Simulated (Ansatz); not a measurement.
# C3H7GaO: one species, many methods

The task here is to estimate one member of a computed series from the others.

Program: Ansatz 0.2.0, Gaussian basis. Level of theory: functionals in def2-TZVPP, the program's frozen cores in correlated methods. These are calculated values, not measurements.

Plan: PBE-D4, r2SCAN-D4, PBE0-D4, B3LYP-D4, ωB97X-V, ωB97M-V, B2PLYP; CCSD(T)/def2-TZVPP; MP2/def2-QZVPP; extrapolation to the limit.

**The relaxed structure**

An earlier PBE0-D4 in a triple-zeta def2 set relaxation fixed the geometry.

12 atoms, charge 0, spin multiplicity 1.

Atoms are counted from 1 here; the program's logs count them from 0.

Bond lengths: C1–C2 1.518 Å, C1–H6 1.092 Å, C1–H7 1.093 Å, C1–H8 1.094 Å, C2–C3 1.518 Å, C2–O5 1.398 Å, C2–H9 1.100 Å, C3–H10 1.092 Å, C3–H11 1.093 Å, C3–H12 1.094 Å, Ga4–O5 1.789 Å. Angles: C2–C1–H6 110.4°, C2–C1–H7 111.1°, C2–C1–H8 110.1°, H6–C1–H7 108.4°, H6–C1–H8 108.4°, H7–C1–H8 108.3°, C1–C2–C3 111.8°, C1–C2–O5 110.4°, C1–C2–H9 108.2°, C3–C2–O5 110.4°, C3–C2–H9 108.2°, O5–C2–H9 107.6°, C2–C3–H10 110.4°, C2–C3–H11 111.1°, C2–C3–H12 110.1°, H10–C3–H11 108.4°, H10–C3–H12 108.4°, H11–C3–H12 108.3° and more.

The first run:

The input, in.yaml:

```yaml
crystal:
  periodic: [false, false, false]
  atoms:
    - {symbol: C, position_ang: [-1.286953, 0.047903, 0.387063]}
    - {symbol: C, position_ang: [0.176715, 0.411700, 0.211012]}
    - {symbol: C, position_ang: [1.065892, -0.818975, 0.188704]}
    - {symbol: Ga, position_ang: [0.387913, 1.625410, -2.681356]}
    - {symbol: O, position_ang: [0.355032, 1.163022, -0.953820]}
    - {symbol: H, position_ang: [-1.905270, 0.947618, 0.389075]}
    - {symbol: H, position_ang: [-1.448974, -0.485295, 1.327542]}
    - {symbol: H, position_ang: [-1.616517, -0.595660, -0.433990]}
    - {symbol: H, position_ang: [0.479839, 1.039667, 1.062264]}
    - {symbol: H, position_ang: [2.110096, -0.531795, 0.050864]}
    - {symbol: H, position_ang: [0.982194, -1.381262, 1.122448]}
    - {symbol: H, position_ang: [0.777133, -1.477433, -0.635906]}
basis:
  gaussian: {orbitals: def2-TZVPP}
hamiltonian: {xc: pbe, dispersion: d4}
output: {forces: true, orbitals: {seedname: orbitals}}
```

On the command line:

```
$ ansatz run in.yaml --threads 4 --pin off --events-out ev --progress --plain --max-ram 10444MiB
```

Steps of the session up to this table: PBE-D4 (GGA); r2SCAN-D4 (meta-GGA); PBE0-D4 (hybrid); B3LYP-D4 (hybrid); ωB97X-V (range-separated); ωB97M-V (range-separated); B2PLYP (double hybrid); CCSD(T) in def2-TZVPP; MP2 in def2-QZVPP.

One of the session's tables, all rows but one given; the rest of the session is left out.

It belongs to the step «Atomisation energies». 

```
            method  atomisation energy (kJ/mol)
            PBE-D4                       4682.0
         r2SCAN-D4                       4601.3
           PBE0-D4                       4602.1
          B3LYP-D4                       4589.4
           ωB97X-V                       4593.3
           ωB97M-V                            ?
            B2PLYP                       4545.6
     HF/def2-TZVPP                       3378.9
    MP2/def2-TZVPP                       4556.3
   CCSD/def2-TZVPP                       4423.6
CCSD(T)/def2-TZVPP                       4488.9
           MP2/CBS                       4662.5
       CCSD(T)/CBS                       4595.2
```

Estimate the missing values for ωB97M-V.

**Answer.** atomisation energy (kJ/mol): 4595.5. In the column «atomisation energy (kJ/mol)» it lies between CCSD(T)/CBS (4595.2) and r2SCAN-D4 (4601.3).
